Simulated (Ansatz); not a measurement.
# Li2Se: a point defect seen from the nuclei (Ag on a Li site), part 2 of 2

Wanted: the field gradients around Ag on a Li site in Li2Se, cell charge 0, before and after the neighbours move. The cell is a supercell built from a computed entry of the Materials Project. Planned: a single point, then a relaxation.

Ansatz 0.2.0; DFT, PBE, plane-wave PAW, default files, scalar-relativistic. Earlier steps stand in the parts before.

### Step 3. Ions relaxed

File input.yaml:

```yaml
crystal:
  lattice:
    - [0.0, 5.9520885296, 5.9520885296]
    - [5.9520885296, 0.0, 5.9520885296]
    - [5.9520885296, 5.9520885296, 0.0]
  atoms:
    - { symbol: Ag, position: [0.375, 0.375, 0.375] }
    - { symbol: Li, position: [0.375, 0.375, 0.875] }
    - { symbol: Li, position: [0.375, 0.875, 0.375] }
    - { symbol: Li, position: [0.375, 0.875, 0.875] }
    - { symbol: Li, position: [0.875, 0.375, 0.375] }
    - { symbol: Li, position: [0.875, 0.375, 0.875] }
    - { symbol: Li, position: [0.875, 0.875, 0.375] }
    - { symbol: Li, position: [0.875, 0.875, 0.875] }
    - { symbol: Li, position: [0.125, 0.125, 0.125] }
    - { symbol: Li, position: [0.125, 0.125, 0.625] }
    - { symbol: Li, position: [0.125, 0.625, 0.125] }
    - { symbol: Li, position: [0.125, 0.625, 0.625] }
    - { symbol: Li, position: [0.625, 0.125, 0.125] }
    - { symbol: Li, position: [0.625, 0.125, 0.625] }
    - { symbol: Li, position: [0.625, 0.625, 0.125] }
    - { symbol: Li, position: [0.625, 0.625, 0.625] }
    - { symbol: Se, position: [0.0, 0.0, 0.0] }
    - { symbol: Se, position: [0.0, 0.0, 0.5] }
    - { symbol: Se, position: [0.0, 0.5, 0.0] }
    - { symbol: Se, position: [0.0, 0.5, 0.5] }
    - { symbol: Se, position: [0.5, 0.0, 0.0] }
    - { symbol: Se, position: [0.5, 0.0, 0.5] }
    - { symbol: Se, position: [0.5, 0.5, 0.0] }
    - { symbol: Se, position: [0.5, 0.5, 0.5] }
kpoints:
  mp_grid: { grid: [3, 3, 3] }
scf:
  occupations: { method: fermi_dirac, width: 0.01 }
hamiltonian:
  xc: pbe
  pseudopotentials: { kind: paw }
output:
  forces: true
  stress: true
  populations: true
  efg: { quadrupole_moments_barn: { Li: -0.0401 }, contact_densities: true }
relax:
  f_tol: 0.03
  max_steps: 40
```

Launch:

```console
$ ansatz run input.yaml --threads 1 --pin off --max-ram 2560MiB --backend cpu --events-out ev --progress --plain --runs-dir out
```

The program printed:

```text
Warning: output.stress: scf.convergence.dr2_threshold = 1e-7 eV (the SCF's general default) is looser than the 2.4e-9 eV advised for a printed stress (1e-10 eV for each atom of the cell: 24). What an SCF threshold leaves in a stress goes as its square root, and in the free energy as the threshold itself, and one threshold admits the most on a small cell: of the crystals measured, under no hybrid functional and no lock of the moments, on runs that ended without the residual-converged pass, on stresses that held no estimate of that error, the worst erred by over 100 MPa in a component at 1e-7 eV an atom and by under 5 at 1e-10. Every solve of this run answers to scf.convergence.dr2_threshold, and the tensor of one is reported: a single SCF on the reported geometry and on this run's grids (its basis.xc_grid and basis.ecutrho_ratio typed), with scf.convergence.dr2_threshold at 2.4e-9 eV or tighter, prints it and tightens no other solve. Else set scf.convergence.dr2_threshold to 2.4e-9 eV or tighter. The threshold is an SCF's pass mark: one that does not reach it within its budget of iterations ends unconverged, or closes short of it on a stop that the run arms, and scf.convergence.dr2_threshold's page says what that costs each kind of run
Warning: RAYON_NUM_THREADS=1 ignored (pool sized by the plan → 1); use --threads N
Ag: output.efg is read without spin–orbit coupling, which moves field gradients at and beside such atoms by some per cent and up to a factor of two; PAW files take it under magnetization.noncollinear and magnetization.spin_orbit
Engine: ansatz 0.2.0, aarch64-unknown-linux-gnu
Pseudopotentials: kind: paw
Pseudopotential: Ag, paw, valence charge 19, recommended cutoff 420 eV (normal), Ag.paw.azcp
Pseudopotential: Li, paw, valence charge 3, recommended cutoff 420 eV (normal), Li.paw.azcp
Pseudopotential: Se, paw, valence charge 16, recommended cutoff 420 eV (normal), Se.paw.azcp
Functional definition: PBE
  parameter kappa = 0.804
  parameter beta = 0.06672455060314922
  exchange = pbe_x(kappa = kappa, mu = beta*pi^2/3)
  correlation = pbe_c(beta = beta)
Crystal: 24 atoms, lattice volume = 421.734 Å³
Basis set: ecut = 420 eV, 8291 PW (Γ), exchange–correlation on 120×120×120 points (8 copies of the dense FFT grid, shifted against one another)
Bands: 120, of which v1, the nominal top of the filled ones, is band 96 counted from 1 (95 counted from 0)
Symmetry: 24 space group operations
Space group: F-43m (ITA 216), of the structure as read, at distance tolerance 7.5e-5 Å
k-points: 4 of 27 (time reversal used)
Non-local potential: Ag, projectors of the file, l = 0: 3, l = 1: 2, l = 2: 2, l = 3: 1
Non-local potential: Li, projectors of the file, l = 0: 3, l = 1: 2, l = 2: 1
Non-local potential: Se, projectors of the file, l = 0: 2, l = 1: 2, l = 2: 3, l = 3: 1
PAW form: soft (Blöchl's): semilocal exchange-correlation on the pseudo side does not see the compensation charge
PAW one-centre angular grid: Ag, 590 points (default); XC on 64 Gauss nodes
PAW one-centre angular grid: Li, 110 points (default); XC on 64 Gauss nodes
PAW one-centre angular grid: Se, 590 points (default); XC on 64 Gauss nodes
Initial density: superposition of atomic densities (neutral atoms: chi_scale 0, normalization atom), corrected by the library's trained network
Initial wavefunctions: pseudopotential atomic-orbital guess
Functional: x = pbe(κ = 0.804, μ = 0.2195149727645171), c = pbe(β = 0.06672455060314922)
SCF iter   1: F=—  HF=-54441.905048 eV  |F-HF|=—  |Δ(HF+E_count)|=         —  Δρ=6.94e-4  dr2=3.81e-3  ethr=1.77e-3  ⟨swp⟩=8.0  Hψ=1957  notcnv=0  defer=10
preconditioner: auto → Resta (q_TF=auto, 2.393 Å⁻¹)  ε∞=3.5  [insulator: Δε(μ)=2.660 eV  Ē_g=9.743 eV  σ=0.010 eV  W_gap=1.00  n_scr=112 (ndim 8)  ℏωp=15.6 eV  f_vac=0.050  D(μ)=0.00/eV (n_scr^D=0)  ε∞_Penn≈3.5]
SCF iter   2: F=—  HF=-54441.905952 eV  |F-HF|=—  |Δ(HF+E_count)|=   9.04e-4  Δρ=3.20e-4  dr2=4.45e-4  ethr=1.99e-6  ⟨swp⟩=2.2  Hψ=967  notcnv=0  defer=72
SCF iter   3: F=—  HF=-54441.906062 eV  |F-HF|=—  |Δ(HF+E_count)|=   1.10e-4  Δρ=1.41e-4  dr2=1.06e-4  ethr=2.32e-7  ⟨swp⟩=2.0  Hψ=792  notcnv=0  defer=72
iter 4 did not close the SCF: its close was put off for the readings that it lacked (scf_convergence_deferred on its scf_iter line)
SCF iter   4: F=-54441.906158 eV  HF=-54441.906151 eV  |F-HF|=6.40e-6  |Δ(HF+E_count)|=   8.90e-5  Δρ=4.21e-5  dr2=1.17e-5  ethr=5.54e-8  ⟨swp⟩=2.0  Hψ=556  notcnv=0  defer=72
iter 5 did not close the SCF: its close was put off for the readings that it lacked (scf_convergence_deferred on its scf_iter line)
SCF iter   5: F=-54441.906161 eV  HF=-54441.906161 eV  |F-HF|=2.41e-7  |Δ(HF+E_count)|=   1.01e-5  Δρ=1.05e-5  dr2=8.86e-7  ethr=6.09e-9  ⟨swp⟩=2.0  Hψ=556  notcnv=0  defer=72
SCF iter   6: F=-54441.906162 eV  HF=-54441.906162 eV  |F-HF|=2.41e-8  |Δ(HF+E_count)|=   1.63e-7  Δρ=4.59e-6  dr2=9.90e-8  ethr=4.61e-10  ⟨swp⟩=1.2  Hψ=1316  notcnv=0
SCF 1 converged in 6 iterations: F = -54441.906162 eV  dr2 = 9.90e-8
relax step   1: F+E_penalty+E_count = -54441.90616158 eV  Δ(F+E_penalty+E_count) = +0.000e0 eV  max|allowed force component| = 5.123e-1 eV/Å  Δτ_max = 0.0000 Å  (6 SCF iters, dr2 threshold 2.25e-5 eV, accepted)
[... 10 lines left out ...]
relax step   2: F+E_penalty+E_count = -54442.03793021 eV  Δ(F+E_penalty+E_count) = -1.318e-1 eV  max|allowed force component| = 1.957e-1 eV/Å  Δτ_max = 0.1242 Å  (5 SCF iters, dr2 threshold 1.64e-5 eV, accepted)
[... 7 lines left out ...]
relax step   3: F+E_penalty+E_count = -54442.06294377 eV  Δ(F+E_penalty+E_count) = -2.501e-2 eV  max|allowed force component| = 3.331e-3 eV/Å  Δτ_max = 0.0364 Å  (5 SCF iters, dr2 threshold 2.39e-6 eV, accepted)
[... 6 lines left out ...]
relax step   4: F+E_penalty+E_count = -54442.06294385 eV  Δ(F+E_penalty+E_count) = -7.733e-8 eV  max|allowed force component| = 3.297e-3 eV/Å  Δτ_max = 0.0000 Å  (3 SCF iters, accepted)
NSCF: frozen V_eff on 4 k-points
the band table was solved once a step of the walk had ended and its energy, with any forces and stress, was formed, with the checks that follow a solve (2126 applications of the Hamiltonian). They found nothing against the state; the energy, forces and stress were not computed again (output.eigenvalues in the input reference)
SCF converged after 3 iterations
Free energy (F): -54442.062944 eV
Harris-Foulkes:  -54442.062944 eV  (|F-HF|=1.66e-8)
Internal energy: -54442.062944 eV  (E = F + TS)
E sigma→0 (E₀):  -54442.062944 eV
Fermi energy:    5.921342 eV
--- Per-component energies (eV) ---
  E_band       = -4952.106312
  E_kinetic    = 1825.201939
  E_local      = -27587.325778  (includes V_loc(G=0)·N_el)
  E_nonlocal   = -5187.910924
  E_hartree    = 13044.532224
  E_xc         = -1192.707794
  E_vxc        = -1245.431383  (∫ρ·V_xc dr)
  E_paw        = -19506.153030  (= ΣΔE_a)
  E_vpaw       = 1154.280124  (= ΣTr[D̂ρ^β])
  E_aug_tail   = -0.002913  (compensation charges beyond the density's cutoff)
  E_ewald      = -15837.696668
  E_smearing   = -0.000000  (= −TS)
  E_closure    = -0.000000  (closes the sum)
  Σ components = -54442.062944   (vs F -54442.062944, Δ=0.00e0)
--- Forces (eV/Å), atoms counted from 1 ---
  atom   1  Ag     0.00000000    -0.00000000     0.00000000
  atom   2  Li     0.00000000    -0.00000000    -0.00070828
  atom   3  Li     0.00000000    -0.00070828     0.00000000
  atom   4  Li     0.00070828     0.00000000     0.00000000
  atom   5  Li    -0.00070828     0.00000000    -0.00000000
  atom   6  Li     0.00000000     0.00070828     0.00000000
  atom   7  Li     0.00000000    -0.00000000     0.00070828
  atom   8  Li     0.00000000    -0.00000000    -0.00000000
  atom   9  Li    -0.00000000     0.00000000    -0.00000000
  atom  10  Li    -0.00000000    -0.00000000     0.00329677
  atom  11  Li    -0.00000000     0.00329677    -0.00000000
  atom  12  Li    -0.00329677     0.00000000    -0.00000000
  atom  13  Li     0.00329677     0.00000000    -0.00000000
  atom  14  Li    -0.00000000    -0.00329677     0.00000000
  atom  15  Li    -0.00000000     0.00000000    -0.00329677
  atom  16  Li    -0.00000000     0.00000000    -0.00000000
  atom  17  Se    -0.00067465    -0.00067465    -0.00067465
  atom  18  Se     0.00067465     0.00067465    -0.00067465
  atom  19  Se     0.00067465    -0.00067465     0.00067465
  atom  20  Se     0.00240962    -0.00240962    -0.00240962
  atom  21  Se    -0.00067465     0.00067465     0.00067465
  atom  22  Se    -0.00240962     0.00240962    -0.00240962
  atom  23  Se    -0.00240962    -0.00240962     0.00240962
  atom  24  Se     0.00240962     0.00240962     0.00240962
  max |Σ_I F_I| component: 9.54e-18 eV/Å
--- Stress (GPa, compression-positive) ---
        1.702351       0.000000      -0.000000
        0.000000       1.702351       0.000000
       -0.000000       0.000000       1.702351
  P = ⅓ Tr σ = 1.7024 GPa (17.024 kbar)
--- PAW observables at the nuclei: V_zz in 10²¹ V/m², potentials from the cell's mean, atoms counted from 1 ---
  atom   1  Ag V_zz =    +0.000000   η = 0.0000   by run symmetry: forbidden
            electrostatic potential = -7470.674703 V   contact ρ = 948388.643756 e/Å³
  atom   2  Li V_zz =    +0.010294   η = 0.6479   by run symmetry: allowed   C_q = -0.0100 MHz
            electrostatic potential = -166.806037 V   contact ρ = 94.493642 e/Å³
  atom   3  Li V_zz =    +0.010294   η = 0.6479   by run symmetry: allowed   C_q = -0.0100 MHz
            electrostatic potential = -166.806037 V   contact ρ = 94.493642 e/Å³
  atom   4  Li V_zz =    +0.010294   η = 0.6479   by run symmetry: allowed   C_q = -0.0100 MHz
            electrostatic potential = -166.806037 V   contact ρ = 94.493642 e/Å³
  atom   5  Li V_zz =    +0.010294   η = 0.6479   by run symmetry: allowed   C_q = -0.0100 MHz
            electrostatic potential = -166.806037 V   contact ρ = 94.493642 e/Å³
  atom   6  Li V_zz =    +0.010294   η = 0.6479   by run symmetry: allowed   C_q = -0.0100 MHz
            electrostatic potential = -166.806037 V   contact ρ = 94.493642 e/Å³
  atom   7  Li V_zz =    +0.010294   η = 0.6479   by run symmetry: allowed   C_q = -0.0100 MHz
            electrostatic potential = -166.806037 V   contact ρ = 94.493642 e/Å³
  atom   8  Li V_zz =    -0.000000   η = 0.0000   by run symmetry: forbidden   C_q = +0.0000 MHz
            electrostatic potential = -166.761733 V   contact ρ = 94.477870 e/Å³
  atom   9  Li V_zz =    -0.000000   η = 0.0000   by run symmetry: forbidden   C_q = +0.0000 MHz
            electrostatic potential = -166.772961 V   contact ρ = 94.484953 e/Å³
  atom  10  Li V_zz =    -0.006664   η = 0.3532   by run symmetry: allowed   C_q = +0.0065 MHz
            electrostatic potential = -166.687276 V   contact ρ = 94.462378 e/Å³
  atom  11  Li V_zz =    -0.006664   η = 0.3532   by run symmetry: allowed   C_q = +0.0065 MHz
            electrostatic potential = -166.687276 V   contact ρ = 94.462378 e/Å³
  atom  12  Li V_zz =    -0.006664   η = 0.3532   by run symmetry: allowed   C_q = +0.0065 MHz
            electrostatic potential = -166.687276 V   contact ρ = 94.462378 e/Å³
  atom  13  Li V_zz =    -0.006664   η = 0.3532   by run symmetry: allowed   C_q = +0.0065 MHz
            electrostatic potential = -166.687276 V   contact ρ = 94.462378 e/Å³
  atom  14  Li V_zz =    -0.006664   η = 0.3532   by run symmetry: allowed   C_q = +0.0065 MHz
            electrostatic potential = -166.687276 V   contact ρ = 94.462378 e/Å³
  atom  15  Li V_zz =    -0.006664   η = 0.3532   by run symmetry: allowed   C_q = +0.0065 MHz
            electrostatic potential = -166.687276 V   contact ρ = 94.462378 e/Å³
  atom  16  Li V_zz =    -0.000000   η = 0.0000   by run symmetry: forbidden   C_q = +0.0000 MHz
            electrostatic potential = -166.910151 V   contact ρ = 94.544273 e/Å³
  atom  17  Se V_zz =    -0.230848   η = 0.0000   by run symmetry: allowed
            electrostatic potential = -4707.317428 V   contact ρ = 262865.333921 e/Å³
  atom  18  Se V_zz =    -0.230848   η = 0.0000   by run symmetry: allowed
            electrostatic potential = -4707.317428 V   contact ρ = 262865.333921 e/Å³
  atom  19  Se V_zz =    -0.230848   η = 0.0000   by run symmetry: allowed
            electrostatic potential = -4707.317428 V   contact ρ = 262865.333921 e/Å³
  atom  20  Se V_zz =    +7.900414   η = 0.0000   by run symmetry: allowed
            electrostatic potential = -4707.153584 V   contact ρ = 262866.534109 e/Å³
  atom  21  Se V_zz =    -0.230848   η = 0.0000   by run symmetry: allowed
            electrostatic potential = -4707.317428 V   contact ρ = 262865.333921 e/Å³
  atom  22  Se V_zz =    +7.900414   η = 0.0000   by run symmetry: allowed
            electrostatic potential = -4707.153584 V   contact ρ = 262866.534109 e/Å³
  atom  23  Se V_zz =    +7.900414   η = 0.0000   by run symmetry: allowed
            electrostatic potential = -4707.153584 V   contact ρ = 262866.534109 e/Å³
  atom  24  Se V_zz =    +7.900414   η = 0.0000   by run symmetry: allowed
            electrostatic potential = -4707.153584 V   contact ρ = 262866.534109 e/Å³
--- Band table (eV) ---
[... 4 lines left out ...]
--- Relaxed structure (4 steps of the walk, 4 accepted, 0 SCFs on fresh bases) ---
  F+E_penalty+E_count = -54442.06294385 eV   max|allowed force component| = 3.297e-3 eV/Å
  atoms:
    - { symbol: Ag, position: [0.375, 0.375, 0.375] }
    - { symbol: Li, position: [0.3736951715464322, 0.3736951715464322, 0.8763048284535677] }
    - { symbol: Li, position: [0.3736951715464322, 0.8763048284535677, 0.3736951715464323] }
    - { symbol: Li, position: [0.37369517154643206, 0.8763048284535679, 0.8763048284535679] }
    - { symbol: Li, position: [0.8763048284535677, 0.3736951715464322, 0.3736951715464323] }
    - { symbol: Li, position: [0.8763048284535679, 0.37369517154643206, 0.8763048284535679] }
    - { symbol: Li, position: [0.8763048284535679, 0.8763048284535679, 0.37369517154643206] }
    - { symbol: Li, position: [0.8750000000000001, 0.8750000000000001, 0.8750000000000001] }
    - { symbol: Li, position: [0.125, 0.125, 0.125] }
    - { symbol: Li, position: [0.12680800257966598, 0.12680800257966598, 0.623191997420334] }
    - { symbol: Li, position: [0.12680800257966598, 0.623191997420334, 0.12680800257966596] }
    - { symbol: Li, position: [0.12680800257966596, 0.623191997420334, 0.623191997420334] }
    - { symbol: Li, position: [0.623191997420334, 0.12680800257966598, 0.12680800257966596] }
    - { symbol: Li, position: [0.623191997420334, 0.12680800257966596, 0.623191997420334] }
    - { symbol: Li, position: [0.623191997420334, 0.623191997420334, 0.12680800257966596] }
    - { symbol: Li, position: [0.625, 0.625, 0.625] }
    - { symbol: Se, position: [3.700635803349143e-5, 3.7006358033490914e-5, 3.7006358033490846e-5] }
    - { symbol: Se, position: [3.700635803349117e-5, 3.700635803349117e-5, 0.49988898092589956] }
    - { symbol: Se, position: [3.700635803349783e-5, 0.49988898092589956, 3.700635803347008e-5] }
    - { symbol: Se, position: [-0.012778943241307877, 0.5042596477471026, 0.5042596477471026] }
    - { symbol: Se, position: [0.49988898092589956, 3.700635803349783e-5, 3.700635803347008e-5] }
    - { symbol: Se, position: [0.5042596477471026, -0.012778943241307877, 0.5042596477471026] }
    - { symbol: Se, position: [0.5042596477471026, 0.5042596477471026, -0.01277894324130785] }
    - { symbol: Se, position: [0.5042596477471026, 0.5042596477471026, 0.5042596477471026] }
--- Löwdin populations: 24 sites ---
  site symbol       q [e]
     0     Ag     18.4978
     1     Li      2.3572
     2     Li      2.3572
     3     Li      2.3572
     4     Li      2.3572
     5     Li      2.3572
     6     Li      2.3572
     7     Li      2.3589
     8     Li      2.3580
     9     Li      2.3616
    10     Li      2.3616
    11     Li      2.3616
    12     Li      2.3616
    13     Li      2.3616
    14     Li      2.3616
    15     Li      2.3532
    16     Se     17.1397
    17     Se     17.1397
    18     Se     17.1397
    19     Se     17.0868
    20     Se     17.1397
    21     Se     17.0868
    22     Se     17.0868
    23     Se     17.0868
  spilling = 0.006319 (of n_electrons = 192.000000)
```

Wall time 60 s (1 thread of Arm Neoverse V2, shared host); peak memory 0.8 GiB.

Relaxation path:

| step | energy change (eV) | largest force component (eV/Å) |
| --- | --- | --- |
| 1 | 0.0000 | 0.512 |
| 2 | -0.1318 | 0.196 |
| 3 | -0.1568 | 0.003 |
| 4 | -0.1568 | 0.003 |

Largest displacement: 0.088 Å (atom 20 and its like, Se); mean 0.024 Å.

The run ends with gap on the mesh 2.74 eV, largest force 0.004 eV/Å, pressure 1.7 GPa.

Beside the values of step 2 (V_zz in 10²¹ V/m²):

```csv
site,atoms,"V_zz, PBE","V_zz, PBE relaxed","η, PBE","η, PBE relaxed"
Ag,1,0.00,0.00,–,–
Se20,"20, 22, 23, …",7.52,7.90,0.00,0.00
Li10,"10, 11, 12, …",<0.01,-0.007,–,0.35
Li2,"2, 3, 4, …",<0.01,0.010,–,0.65
Se17,"17, 18, 19, …",-0.16,-0.23,0.00,0.00
Li9,9,0.00,0.00,–,–
Li16,16,0.00,0.00,–,–
Li8,8,0.00,0.00,–,–
```

The printed gradients, by site:

```csv
site,atoms,distance from the defect (Å),V_zz (10²¹ V/m²),η,C_Q (MHz)
Ag,1,0.00,0.00,–,–
Se20,"20, 22, 23, 24",2.67,7.90,0.00,–
Li10,"10, 11, 12, 13, …",2.95,-0.007,0.35,0.006 (⁷Li)
Li2,"2, 3, 4, 5, …",4.21,0.010,0.65,-0.010 (⁷Li)
Se17,"17, 18, 19, 21",4.94,-0.23,0.00,–
Li9,9,5.15,0.00,–,0 (⁷Li)
Li16,16,5.15,0.00,–,0 (⁷Li)
Li8,8,5.95,0.00,–,0 (⁷Li)
```

Direction of the V_zz axis (Cartesian unit vector):

| site | atom | x | y | z |
| --- | --- | --- | --- | --- |
| Se17 | 17 | 0.58 | 0.58 | 0.58 |
| Se20 | 20 | -0.58 | 0.58 | 0.58 |

The sizes of the gradients above 0.15 moved by 44 % at Se17 (-0.16 to -0.23).

### Step 4. Summary of results

This closing draws on all 2 parts.

| quantity | value |
| --- | --- |
| state (step 3) | gap on the mesh 2.74 eV, largest force 0.004 eV/Å, pressure 1.7 GPa |
| V_zz by site, step 3 (10²¹ V/m²) | Ag 0.00, Se20 7.90, Li10 -0.007, Li2 0.010, Se17 -0.23, Li9 0.00, Li16 0.00, Li8 0.00 |
| largest C_Q in size, step 3 | 0.010 MHz, ⁷Li at Li2 |
| step 3 (ions relaxed) against step 2 | 44 % at Se17 (-0.16 to -0.23) |

Site Se20 (7 Li at 2.49–2.60 Å, 1 Ag at 2.67 Å) carries the largest gradient. The runs allow no spin. The relaxation kept the symmetry F-43m, so a distorted place of lower energy may have been missed. Moves of at most 0.09 Å on relaxation changed gradients by up to 44 % (gradients over 0.15 counted), so small moves matter. The defect repeats with the cell of 24 atoms, so it feels its images: sites between two images don't show the values beside a lone defect, and zeros or small values of η there can come from the images' arrangement. The relaxation keeps the site symmetry -43m of the start, so the impurity can't leave its site; a start off the site could end lower. The program warns that gradients near heavy atoms lack spin–orbit coupling.

The gaps are Kohn-Sham values of a semilocal functional, not quasiparticle or optical gaps. Such gaps usually fall short of the measured ones.
